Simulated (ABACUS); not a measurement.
## NaLaMnMoO6 in ABACUS: the effect of starting spin order

The system is NaLaMnMoO6.

```
La Mo Mn Na O
1.0
     5.75163    0.00000    0.00000
     2.86451    4.98756    0.00000
    -2.63260   -1.52391    4.61045
La Mo Mn Na O
1 1 1 1 6
Cartesian
  4.4134 2.5548 3.6342
  1.6713 0.9675 4.5976
  1.6339 0.9458 0.9134
  7.2554 4.1999 2.3049
  0.9977 0.5775 2.8306
  1.9582 2.7965 4.0410
  2.5434 2.9396 0.7079
  3.8158 0.7415 0.7079
  3.4003 0.3053 4.0410
  5.2202 3.0218 1.5789
```

The cell was built by a generator and needn't be a form met in nature.

Alike in all runs:

```yaml
Program: ABACUS 3.10.1
Task: single point
Functional: PBE
Potentials_or_basis: PseudoDojo NC SR 0.4.1 PBE standard
Cutoff: 1510 eV
Density_cutoff: 6041 eV
Basis: DZP LCAO (the cutoffs set its grid)
k_mesh: 4 × 4 × 4
Occupations: fermi-dirac, width 0.05 eV
```

```csv
starting spin order,spin,starting moments,energy over the lowest run (meV/atom),final net moment (μB),final largest site moment (μB)
no spin,no spin polarisation,-,?,?,?
fm,"collinear spin, ferromagnetic start","[0.0, 1.0, 4.0, 0.0, 0.0, 0.0, 0.0, 0.0, 0.0, 0.0] μB",0.0,5.00,4.72
afm,"collinear spin, antiferromagnetic start","[0.0, 1.0, -4.0, 0.0, 0.0, 0.0, 0.0, 0.0, 0.0, 0.0] μB",0.0,-5.00,4.72
ferri,"collinear spin, ferrimagnetic start","[0.0, 1.0, -2.0, 0.0, 0.0, 0.0, 0.0, 0.0, 0.0, 0.0] μB",0.0,-5.00,4.72
```

Problem. What does the run with starting spin order no spin give?

Solution. Energy over the lowest run 338.3 meV/atom; final net moment 0.00 μB; final largest site moment 0.00 μB.

Caveats: the atomic orbitals were generated for these runs and aren't a published set; a cell with one magnetic atom can't hold antiferromagnetic order, which such compounds often take (some runs); an odd number of electrons without spin polarisation forces a metal (some runs); a magnetic or distorted state may lie lower (some runs).
